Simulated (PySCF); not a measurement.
**C₄H₈O₂Si: a tour of settings, part 1 of 2**

Which settings matter for C₄H₈O₂Si (`C=C[C@H]1CO[SiH2]O1`)?

Programs: PySCF 2.14.0, with density-fitted response routines of our own. Each step states its level of theory. These are calculated values for one molecule, in the gas phase or a continuum, unless marked as measured. Atoms are numbered from 0 throughout.

## Step 1: The molecule as given

15 atoms, charge 0, multiplicity 1; geometry from: GFN2-xTB.

Bonds of the start (Å): C0–C1 1.32, C1–C2 1.50, C2–C3 1.55, C3–O4 1.40, O4–Si5 1.64, Si5–O6 1.64, O6–C2 1.40, C0–H7 1.08, C0–H8 1.08, C1–H9 1.08, C2–H10 1.10, C3–H11 1.10, C3–H12 1.09, Si5–H13 1.45, Si5–H14 1.45.

## Step 2: Nuclear shieldings: PBE0/pcSseg-1

What the job is given:

```
{"job": {"kind": "nmr", "xc": "PBE0", "basis": "pcSseg-1"}, "charge": 0, "multiplicity": 1}
C     -2.535743    -0.357608    -0.299156
C     -1.302115    -0.019681    -0.620738
C     -0.160740     0.038093     0.348234
C      0.899407    -1.041509    -0.003658
O      1.927323    -0.425854    -0.718737
Si     1.882795     1.208484    -0.576676
O      0.484998     1.282487     0.272229
H     -3.323984    -0.399800    -1.031104
H     -2.807072    -0.608818     0.713093
H     -1.032217     0.244829    -1.634046
H     -0.523180    -0.094351     1.373634
H      1.310981    -1.484366     0.909451
H      0.461897    -1.833206    -0.618568
H      1.769957     1.772843    -1.911887
H      2.943280     1.726447     0.270361
```

With the program's defaults for keys left out, this is: GIAO PBE0/pcSseg-1 NMR shielding, non-relativistic, gas phase.

Run with:

```
> OMP_NUM_THREADS=1 python probes_run.py task.json out
```

This one command runs all jobs of the session in turn.

Output:

```text
coarse grid: 13104 points
cycle   1  E = -596.4801714192  dE =  1.140e+00  |g| = 8.939e-01  |ddm| = 3.523e+00
cycle   2  E = -596.3131155496  dE =  1.671e-01  |g| = 1.319e+00  |ddm| = 1.830e+00
cycle   3  E = -596.6224345874  dE = -3.093e-01  |g| = 8.815e-02  |ddm| = 1.223e+00
cycle   4  E = -596.6238376567  dE = -1.403e-03  |g| = 3.385e-02  |ddm| = 9.775e-02
cycle   5  E = -596.6241241053  dE = -2.864e-04  |g| = 5.979e-03  |ddm| = 3.497e-02
cycle   6  E = -596.6241297594  dE = -5.654e-06  |g| = 2.929e-03  |ddm| = 6.355e-03
final grid: 122152 points
cycle   7  E = -596.6872583251  dE = -2.171e-05  |g| = 1.244e-02  |ddm| = 2.666e-02
cycle   8  E = -596.6872258385  dE =  3.249e-05  |g| = 1.847e-02  |ddm| = 2.194e-02
cycle   9  E = -596.6872860317  dE = -6.019e-05  |g| = 1.144e-03  |ddm| = 1.391e-02
cycle  10  E = -596.6872863139  dE = -2.821e-07  |g| = 2.079e-04  |ddm| = 1.109e-03
cycle  11  E = -596.6872863206  dE = -6.711e-09  |g| = 1.092e-04  |ddm| = 2.436e-04
cycle  12  E = -596.6872863227  dE = -2.098e-09  |g| = 2.240e-05  |ddm| = 9.581e-05
cycle  13  E = -596.6872863228  dE = -1.025e-10  |g| = 5.203e-06  |ddm| = 2.335e-05
converged SCF energy = -596.6872863228

GIAO shielding tensors (ppm)
atom      isotropic    diamagn.    paramagn.     s11        s22        s33       span
  0 C       67.033     253.673    -186.639    -43.009     80.741    163.368    206.377
  1 C       36.560     257.418    -220.858    -86.961     46.003    150.639    237.600
  2 C      106.624     244.217    -137.593     86.596     95.724    137.552     50.957
  3 C      114.616     247.379    -132.763     85.600    107.414    150.833     65.233
  4 O      307.603     395.589     -87.985    261.991    272.375    388.445    126.454
  5 Si     351.652     881.252    -529.600    327.925    334.841    392.191     64.266
  6 O      280.295     396.834    -116.539    244.939    271.417    324.529     79.590
  7 H       26.374      28.746      -2.372     23.581     25.262     30.280      6.699
  8 H       26.329      31.280      -4.951     22.763     25.613     30.612      7.849
  9 H       25.430      32.352      -6.922     21.847     24.296     30.147      8.300
 10 H       27.134      32.314      -5.181     24.166     25.767     31.468      7.302
 11 H       27.339      30.638      -3.299     22.304     26.464     33.249     10.945
 12 H       27.679      30.507      -2.828     24.000     27.031     32.007      8.008
 13 H       26.601      29.688      -3.087     23.172     23.697     32.933      9.760
 14 H       26.666      29.224      -2.559     23.082     23.570     33.345     10.262
```

Run time: 19 s. Hardware: 1 thread of Intel Xeon 6975P-C, shared host; peak memory 0.74 GiB.

The references, computed at this level on geometries of the same kind, shield at (ppm): 1H TMS 31.72, 13C TMS 186.9, 29Si TMS 349.2, 17O H2O 336.1. Their shielding less the atom's gives the shift. The references are single molecules in the gas phase, so shifts against H2O, NH3, PH3, H3PO4 or CFCl3 are not on the usual liquid scales and can be off by tens of ppm.

```csv
atoms,environment,σ (ppm),δ (ppm),δ scaled to CDCl3
C1,alkene CH,36.6,150.4,144.8
C0,terminal =CH2 carbon,67.0,119.9,115.1
C2,allylic sp3 CH bonded to O,106.6,80.3,76.5
C3,sp3 CH2 bonded to O,114.6,72.3,68.7
H9,hydrogen on an alkene CH,25.43,6.29,6.03
H8,hydrogen on a terminal =CH2 carbon,26.33,5.39,5.18
H7,hydrogen on a terminal =CH2 carbon,26.37,5.34,5.14
H13,"hydrogen on a silicon bonded to 2 O, in a 5-membered ring",26.60,5.12,–
H14,"hydrogen on a silicon bonded to 2 O, in a 5-membered ring",26.67,5.05,–
H10,hydrogen on an allylic sp3 CH bonded to O,27.13,4.58,4.43
H11,hydrogen on an sp3 CH2 bonded to O,27.34,4.38,4.23
H12,hydrogen on an sp3 CH2 bonded to O,27.68,4.04,3.91
O6,"oxygen bonded to C, Si, in a 5-membered ring",280.3,55.8,–
O4,"oxygen bonded to C, Si, in a 5-membered ring",307.6,28.5,–
Si5,"silicon bonded to 2 O, 2 H, in a 5-membered ring",351.7,-2.5,–
```

The scaled column applies a straight-line fit of computed shieldings to shifts measured in CDCl3 (root-mean-square error 0.16 ppm for H, 1.9 ppm for C).

Charges from the same density, by scheme (e):

```csv
atoms,Mulliken,IAO,Hirshfeld,ESP fit
C0,-0.13,-0.32,-0.10,-0.45
C1,-0.18,-0.14,-0.05,-0.19
C2,0.02,0.07,0.04,0.28
C3,0.12,-0.07,0.00,-0.08
O4,-0.62,-0.65,-0.25,-0.45
Si5,0.97,1.21,0.47,0.81
O6,-0.61,-0.65,-0.24,-0.50
```

Mayer bond orders: C0–C1 1.98, C1–C2 0.97, C2–C3 1.00, C3–O4 0.89, O4–Si5 0.98, Si5–O6 0.99, O6–C2 0.86.

Ring of atoms C2, C3, O4, Si5, O6: NICS(0) -7.5, NICS(1) -2.3, NICS(1)zz -6.3 ppm (means of both faces).

Orbitals, density, ELF and potential are computed afterwards from the orbital file.

Frontier orbitals at PBE0/pcSseg-1, with the share of their density that lies nearest to each atom:

```csv
orbital,energy (eV),lies on
HOMO,-7.68,"C0, C1 about 26 % each; O4 13 %"
LUMO,0.07,"C0, C1 about 26 % each; H7, H8, H9 about 8 % each"
```

ELF in a plane through or near 5 of the atoms.

Values, 10 rows by 14 columns:
```
0.00 0.00 0.00 0.00 0.00 0.00 0.00 0.00 0.00 0.00 0.00 0.00 0.00 0.00
0.00 0.00 0.00 0.00 0.05 0.01 0.00 0.00 0.00 0.00 0.00 0.00 0.00 0.00
0.00 0.00 0.00 0.60 1.00 0.92 0.01 0.01 0.03 0.01 0.01 0.00 0.00 0.00
0.00 0.00 0.02 0.52 0.99 0.77 0.04 0.19 0.74 0.17 0.67 0.95 0.08 0.00
0.00 0.00 0.23 0.42 0.61 0.07 0.15 0.26 0.29 0.80 0.89 0.99 0.27 0.00
0.00 0.00 0.27 0.23 0.53 0.58 0.34 0.61 0.69 0.79 0.62 0.19 0.01 0.00
0.00 0.00 0.00 0.01 0.41 0.26 0.34 0.51 0.03 0.11 0.22 0.06 0.00 0.00
0.00 0.00 0.00 0.00 0.00 0.91 1.00 0.33 0.00 0.00 0.00 0.00 0.00 0.00
0.00 0.00 0.00 0.00 0.00 0.40 0.81 0.05 0.00 0.00 0.00 0.00 0.00 0.00
0.00 0.00 0.00 0.00 0.00 0.00 0.00 0.00 0.00 0.00 0.00 0.00 0.00 0.00
```
The map spans 11.8 Å across and 9.5 Å up, centred on the molecule. Atoms in the plane (x, y in Å): C0 (2.5, 0.4), C1 (1.2, 0.5), Si5 (-2.2, 0.7), H7 (3.3, 0.9), H11 (-0.8, -2.1).

log10 of the density (e/Å³) in the same plane.

Ten even steps from '0' (-4.0) to '9' (1.0):
```
0000000000000000000000000000
0000000000000000000000000000
0000011222210000000000000000
0000122333321101111000000000
0000234555543223333222210000
0001235676643344444444321000
0012345777655456665566543100
0012356777765567777777653200
0023456799766667988888753200
0023456678766778888987653200
0012345677777777777776543100
0012234567778876655665432000
0001223556778876544444321000
0000112445678765433333210000
0000001234678754322111000000
0000000124566543210000000000
0000000012344432100000000000
0000000001222210000000000000
0000000000000000000000000000
0000000000000000000000000000
```
The map spans 11.8 Å across and 9.5 Å up, centred on the molecule. Atoms in the plane (x, y in Å): C0 (2.5, 0.4), C1 (1.2, 0.5), Si5 (-2.2, 0.7), H7 (3.3, 0.9), H11 (-0.8, -2.1).

On the surface of density 0.002 e/bohr³ the electrostatic potential runs, from the 1st to the 99th percentile, from -1.35 V near O6 to 1.44 V near Si5.

## Step 3: Ultraviolet spectrum: PBE0/def2-SVPD

Settings changed since step 2:

```diff
@@ -1,2 +1,2 @@
-{"job": {"kind": "nmr", "xc": "PBE0", "basis": "pcSseg-1"}, "charge": 0, "multiplicity": 1}
+{"job": {"kind": "uv", "xc": "PBE0", "basis": "def2-SVPD", "nstates": 6, "ntriplets": 2}, "charge": 0, "multiplicity": 1}
 C     -2.535743    -0.357608    -0.299156
```

Level: TDDFT PBE0/def2-SVPD, vertical, gas phase, core orbitals frozen in the response.

Output:

```text
coarse grid: 13104 points
cycle   1  E = -596.2052572420  dE =  1.080e+00  |g| = 8.423e-01  |ddm| = 7.027e+00
cycle   2  E = -596.0215755525  dE =  1.837e-01  |g| = 1.297e+00  |ddm| = 3.104e+00
cycle   3  E = -596.3404292595  dE = -3.189e-01  |g| = 8.785e-02  |ddm| = 1.841e+00
cycle   4  E = -596.3418690373  dE = -1.440e-03  |g| = 3.604e-02  |ddm| = 2.654e-01
cycle   5  E = -596.3422066976  dE = -3.377e-04  |g| = 7.277e-03  |ddm| = 8.968e-02
cycle   6  E = -596.3422160088  dE = -9.311e-06  |g| = 3.885e-03  |ddm| = 1.923e-02
cycle   7  E = -596.3422195388  dE = -3.530e-06  |g| = 3.897e-04  |ddm| = 6.892e-03
final grid: 122152 points
cycle   8  E = -596.4344241837  dE = -2.703e-05  |g| = 1.094e-02  |ddm| = 1.850e-01
cycle   9  E = -596.4343983003  dE =  2.588e-05  |g| = 1.609e-02  |ddm| = 4.551e-02
cycle  10  E = -596.4344478970  dE = -4.960e-05  |g| = 1.126e-03  |ddm| = 2.516e-02
cycle  11  E = -596.4344482009  dE = -3.039e-07  |g| = 1.548e-04  |ddm| = 1.961e-03
cycle  12  E = -596.4344482053  dE = -4.406e-09  |g| = 8.662e-05  |ddm| = 5.922e-04
cycle  13  E = -596.4344482071  dE = -1.734e-09  |g| = 3.156e-05  |ddm| = 2.048e-04
cycle  14  E = -596.4344482073  dE = -2.491e-10  |g| = 5.186e-06  |ddm| = 7.252e-05
converged SCF energy = -596.4344482073

Static polarisability (au): isotropic 75.571, principal 62.485 68.507 95.721

Singlet excitations
state   eV       nm        f      main configurations
  1   6.7427    183.9   0.00397   H-1->L 0.85, H->L 0.09
  2   6.7938    182.5   0.03275   H->L 0.44, H->L+1 0.23, H-2->L 0.19
  3   7.1940    172.3   0.01918   H->L+2 0.76, H-1->L+1 0.11
  4   7.2344    171.4   0.06970   H-1->L+1 0.72, H->L 0.09, H->L+1 0.08
  5   7.2817    170.3   0.14550   H->L+1 0.37, H->L 0.19, H-2->L+1 0.18
  6   7.3514    168.7   0.03251   H-2->L 0.56, H-2->L+1 0.12, H->L+1 0.10

Triplet excitations (Tamm-Dancoff, eV): 4.4735 6.4301
```

Wall time 26 s (1 thread of Intel Xeon 6975P-C, shared host); peak memory 0.88 GiB.

Frontier orbitals and where they lie:

```csv
orbital,eV,atoms
HOMO−3,-9.28,"O6 21 %, C2 17 %, C3 15 %"
HOMO−2,-8.43,"O4 22 %, Si5 14 %, O6 14 %"
HOMO−1,-8.14,"O6 32 %, O4 22 %, C1 10 %"
HOMO,-7.70,"C0 30 %, C1 26 %, O4 11 %"
LUMO,-0.04,"C0 27 %, C1 26 %, Si5 9 %"
LUMO+1,0.42,"Si5 33 %, O4 11 %, H14 11 %"
LUMO+2,0.60,"Si5 33 %, C3 9 %, H14 9 %"
```

With each of the 6 states as a Gaussian band of 0.4 eV half-width at 1/e, the curve within the window shown has maxima at 171 nm (ε 11,000) L/(mol cm). Beyond the last state computed it falls off for lack of states. The curve at chosen wavelengths:

(nm, ε (L/mol/cm)): (162, 4434), (164, 6504), (165, 7555), (167, 9426), (168, 10147), (170, 10979), (171, 11061), (173, 10594), (174, 10098), (176, 8760), (178, 7216), (179, 6447), (181, 5025), (182, 4394), (184, 3316), (185, 2864), (187, 2117), (189, 1543), (190, 1310), (192, 928), (193, 775), (195, 529), (196, 432), (198, 282), (199, 225), (201, 140)

Leading natural transition orbitals of singlet state 5: the hole lies on O4, O6 about 20 % each; H13, H14 about 11 % each; C0 10 %; the particle on C0, C1 about 20 % each; 4 H atoms about 8 % each; H9 7 %.

Leading natural transition orbitals of singlet state 1: the hole lies on O6 28 %; O4 21 %; C1, C2 about 10 % each; the particle on C0, C1 about 22 % each; H7, H8, H9 about 8 % each.

Ground-state properties from the same run:

```csv
property,computed
dipole moment (D),0.80
polarisability (Å³),11.20
HOMO–LUMO gap (eV),7.66
−ε(HOMO) (eV),7.70
```

(Continued in part 2 of 2.)
